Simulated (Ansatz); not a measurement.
**C₃H₂F₄: up Jacob's ladder to CCSD(T)**

One table from this session's results is given with a row withheld; the runs are named, their logs left out.

Method: functionals in def2-TZVPP, the program's frozen cores in correlated methods; program: Ansatz 0.2.0, Gaussian basis.

Plan: LDA (SPW92), PBE-D4, revPBE-D4, BLYP-D4, r2SCAN-D4, B97M-V, PBE0-D4, B3LYP-D4, r2SCANh-D4, r2SCAN0-D4, HSE06-D4, BHLYP-D4, CAM-B3LYP-D4, LC-ωPBE, ωB97X-V, ωB97M-V, B2PLYP, PBE-QIDH; CCSD(T)/def2-SVP; CCSD(T)/def2-TZVPP; MP2/def2-QZVPP; extrapolation to the limit; RPA on PBE.

## The relaxed structure

The geometry comes from an earlier relaxation with PBE0-D4 in a triple-zeta def2 set; it is a stationary point, not always the lowest conformer.

SMILES `FC1(F)CC1(F)F`, 9 atoms, charge 0, spin multiplicity 1.

Atoms are counted from 1 here; the program's logs count them from 0.

Bond lengths: F1–C2 1.333 Å, C2–F3 1.333 Å, C2–C4 1.502 Å, C2–C5 1.481 Å, C4–C5 1.502 Å, C4–H8 1.083 Å, C4–H9 1.083 Å, C5–F6 1.333 Å, C5–F7 1.333 Å. Angles: F1–C2–F3 110.8°, F1–C2–C4 119.1°, F1–C2–C5 119.6°, F3–C2–C4 119.1°, F3–C2–C5 119.6°, C4–C2–C5 60.5°, C2–C4–C5 59.1°, C2–C4–H8 117.0°, C2–C4–H9 117.0°, C5–C4–H8 117.0°, C5–C4–H9 117.0°, H8–C4–H9 117.2°, C2–C5–C4 60.5°, C2–C5–F6 119.6°, C2–C5–F7 119.6°, C4–C5–F6 119.1°, C4–C5–F7 119.1°, F6–C5–F7 110.8°.

Set-up of the first run:

Contents of in.yaml:

```yaml
crystal:
  periodic: [false, false, false]
  atoms:
    - {symbol: F, position_ang: [1.689268, -0.951499, 0.189067]}
    - {symbol: C, position_ang: [0.587785, -0.474749, -0.390446]}
    - {symbol: F, position_ang: [0.543849, -0.816366, -1.677987]}
    - {symbol: C, position_ang: [-0.690455, -0.429091, 0.397006]}
    - {symbol: C, position_ang: [0.040965, 0.833211, 0.039677]}
    - {symbol: F, position_ang: [0.655806, 1.520437, 1.002013]}
    - {symbol: F, position_ang: [-0.489569, 1.655624, -0.865064]}
    - {symbol: H, position_ang: [-1.607181, -0.635004, -0.142333]}
    - {symbol: H, position_ang: [-0.642067, -0.748862, 1.430968]}
basis:
  gaussian: {orbitals: def2-TZVPP}
hamiltonian: {xc: lda}
output: {orbitals: {seedname: orbitals}}
```

The run is started by

```
$ ansatz run in.yaml --threads 4 --pin off --events-out ev --progress --plain --max-ram 10444MiB
```

Among the steps run: LDA; PBE-D4 (GGA); revPBE-D4 (GGA); BLYP-D4 (GGA); r2SCAN-D4 (meta-GGA); B97M-V (meta-GGA); B3LYP-D4 (hybrid); r2SCANh-D4 (hybrid); r2SCAN0-D4 (hybrid); HSE06-D4 (hybrid); BHLYP-D4 (hybrid); CAM-B3LYP-D4 (range-separated); LC-ωPBE (range-separated); ωB97X-V (range-separated); ωB97M-V (range-separated); B2PLYP (double hybrid); PBE-QIDH (double hybrid).

One of the session's tables, all rows but one given; the rest of the session is left out.

It belongs to the step «Orbital energies across the functionals». 

```
  functional  HOMO (eV)  LUMO (eV)  gap (eV)
 LDA (SPW92)      -7.23      -0.54      6.68
      PBE-D4      -7.01      -0.25      6.76
   revPBE-D4      -6.92      -0.15      6.77
     BLYP-D4      -6.98      -0.12      6.86
   r2SCAN-D4      -7.33       0.16      7.49
      B97M-V      -7.47       0.18      7.65
     PBE0-D4      -8.65       0.89      9.54
    B3LYP-D4      -8.47       0.62      9.09
  r2SCANh-D4      -7.94       0.56      8.51
  r2SCAN0-D4          ?          ?         ?
    HSE06-D4      -8.24       0.51      8.75
    BHLYP-D4     -10.27       2.07     12.35
CAM-B3LYP-D4     -10.19       2.04     12.22
     LC-ωPBE     -11.45       3.27     14.72
     ωB97X-V     -11.09       3.21     14.30
     ωB97M-V     -11.00       2.99     13.99
```

Estimate the missing values for r2SCAN0-D4.

Worked estimate for «HOMO (eV)». Against the share of exact exchange, r2SCAN-D4 (0, -7.33), r2SCANh-D4 (0.1, -7.94) give a slope of -6.10 per unit share; at 0.25 the line stands at -8.85.

The run gave: HOMO (eV): -8.86; LUMO (eV): 1.16; gap (eV): 10.02. In «HOMO (eV)» the line misses by +0.01.
